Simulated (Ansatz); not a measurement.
I need a comparison of dispersion corrections of BrClFHOSi, SMILES O[Si](F)(Cl)Br. Use Ansatz 0.2.0 through its Python package. Use (for the species named): r2SCAN, def2-SVP basis, multiplicity 1, D3BJ dispersion.

```xyz
6

O    -0.5833    0.2841    1.1477
Si    0.1926    0.0463   -0.2674
F     1.5417   -0.6640    0.0979
Cl   -0.8996   -1.2117   -1.3515
Br    0.5426    1.9264   -1.3543
H    -0.7519   -0.4450    1.6815
```

`run_disp.py`:
```python
import warnings

import ansatz as az
from ase import Atoms


def main() -> None:
    warnings.simplefilter("ignore", az.DeckWarning)

    atoms = Atoms(["O", "Si", "F", "Cl", "Br", "H"], positions=[
        (-0.5833, 0.2841, 1.1477),
        (0.1926, 0.0463, -0.2674),
        (1.5417, -0.664, 0.0979),
        (-0.8996, -1.2117, -1.3515),
        (0.5426, 1.9264, -1.3543),
        (-0.7519, -0.445, 1.6815),
    ])
    geometry = az.Crystal.molecule_from_ase(atoms)

    setup = geometry.calculation()
    setup = setup.basis(gaussian="def2-SVP")
    setup = setup.accuracy("high")
    for name in ["r2scan", "pbe"]:
        for correction in ("d3bj", "d4"):
            rep = setup.functional(name, dispersion=correction).run(threads=1).report
            print(f"{name:8s} {correction:5s} total {rep['free_energy_ev']:.5f} eV, of which dispersion {1000 * rep['dispersion']['energy']['ev']:.2f} meV")


if __name__ == "__main__":
    main()
```

```console
$ python run_disp.py
r2scan   d3bj  total -95209.91300 eV, of which dispersion -46.15 meV
r2scan   d4    total -95209.91182 eV, of which dispersion -44.97 meV
pbe      d3bj  total -95189.19314 eV, of which dispersion -169.95 meV
pbe      d4    total -95189.22880 eV, of which dispersion -205.60 meV
```

Caveats:
- The settings weren't tested for convergence.
- The geometry is a force-field or estimated start, not a minimum of this method, and the basis set is short of its limit. D4 holds the three-body term, and d3bj doesn't.
- A dispersion term here runs with damping parameters fitted for another variant or functional.
- The script silences the warnings on its input, which a real study should read.
- Wall time of the script: 56 s on 1 thread of Arm Neoverse V1, on a shared host, peak memory 0.39 GiB.
